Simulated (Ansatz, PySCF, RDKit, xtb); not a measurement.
# [GaSiH2F2]+: from the formula to a structure

Task: start from the formula [GaSiH2F2]+ (charge +1), draw up candidate structures, narrow them down in stages, and characterise the one that lies lowest at 298.15 K.

The funnel: GFN2-xTB relaxations, single points with a density functional, relaxations at PBE0-D3(BJ)/def2-SVP, harmonic vibrations, and a last energy at a higher level. All values are calculated.

7 further runs of the same task are left out: 7 set aside as unsound or not needed.

## (1) Possible bonding patterns

All bonding patterns within simple valence rules are listed by program: one Lewis structure each, at most two rings and one unusual centre or charged pair. O–O, O–halogen and N–halogen bonds and N–N–N chains are not drawn. That gives 5 candidates.

```
label               SMILES     spin
 c080      F[SiH2][Ga+][F]  singlet
 c203      F[SiH+][GaH][F]  singlet
 c326      F[SiH](F)[GaH+]  singlet
 c721      F[Si+](F)[GaH2]  singlet
 c766  [F][Ga]([F])[SiH2+]  singlet
```

Candidates are built by distance geometry, with a force field where one applies, in up to four conformers (letters a to d). 6 starts with atoms placed at random are added, to find patterns that the rules miss.

Q: Predict the outcome of this search (final energies at CCSD(T)/def2-TZVP).

| quantity | value |
| --- | --- |
| lowest structure found | F[SiH](F)[GaH+], singlet, Cs |
| next finalist | F[SiH2][Ga+][F], singlet, 13.0 kcal/mol higher in G |
| share at equilibrium, among the finalists | 100.0 % |
| harmonic wavenumbers, lowest and highest (PBE0-D3(BJ)/def2-SVP) | 110 and 2361 cm⁻¹ |
| rotational constants, same geometry | 0.2112, 0.06246, 0.05223 cm⁻¹ |
| HOMO energy (PBE0/def2-TZVPD) | -14.20 eV |
| LUMO energy (PBE0/def2-TZVPD) | -8.14 eV |
| HOMO–LUMO gap (PBE0/def2-TZVPD) | 6.05 eV |
| lowest excitation (TD-PBE0/def2-SVPD) | 4.72 eV (f = 0.010) |
| strongest of the states computed, same level | 7.54 eV (f = 0.848) |
| lowest triplet excitation, same level, Tamm-Dancoff | 3.98 eV |
| vertical ionisation energy | 16.46 eV |
| vertical recombination energy (electron added) | 6.26 eV |
| vertical triplet less singlet | +4.00 eV |

The search ends on `F[SiH](F)[GaH+]`. Among the finalists first place is clear (13.0 kcal/mol); structures outside the list aren't covered. r2SCAN-D4/def2-SVP, PBE0-D3(BJ)/def2-SVP, HF/def2-TZVP and MP2/def2-TZVP already put its bonding pattern lowest among the structures in one piece; GFN2-xTB and HF/STO-3G favour the singlet F[SiH2][Ga+][F]. A loose complex, c727, lay -34.3 kcal/mol from the best structure in one piece at the screening level; it was neither relaxed nor ranked, and may be the true minimum. The search is not exhaustive (a finite list of starts, one conformer a finalist), so a lower isomer can't be ruled out. Patterns outside the rules of the enumeration were met only by chance.
